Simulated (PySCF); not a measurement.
# CoF6 ([CoF6]3-): the cost of one run

Computed with PySCF 2.14.0 and routines of our own; the level stands in each step. Atoms count from 0.

## 1. The system as given

7 atoms, charge -3, states of the metal's open shell are computed; geometry from: model start, shaken.

## 2. Relaxing the molecule at PBE0-D3(BJ)/def2-SVP

The job: settings as JSON, then the geometry in Å.

```
{"job": {"xc": "PBE0", "basis": "def2-SVP", "d3": "d3bj", "grid": 1, "maxiter": 45, "solvent": "water", "kind": "geom"}, "charge": -3, "metal": "Co", "open_shell": "d6"}
Co     0.000020     0.004480    -0.004110
F     -0.013360    -0.006820     1.895130
F      0.000900     0.020100    -1.917380
F      1.900690     0.007350     0.005350
F     -1.908420    -0.013960    -0.000440
F      0.010430     1.889840    -0.006860
F     -0.028520    -1.929340    -0.027630
```

On the command line:

```bash
$ OMP_NUM_THREADS=1 python lf_run.py task.json out
```

One launch serves the whole session: the jobs run in the order shown.

**Question.** How long does this first job take on 1 thread of Arm Neoverse V1, shared host, and how much memory does it need?

About 2.2 min, with a peak of 0.79 GiB.
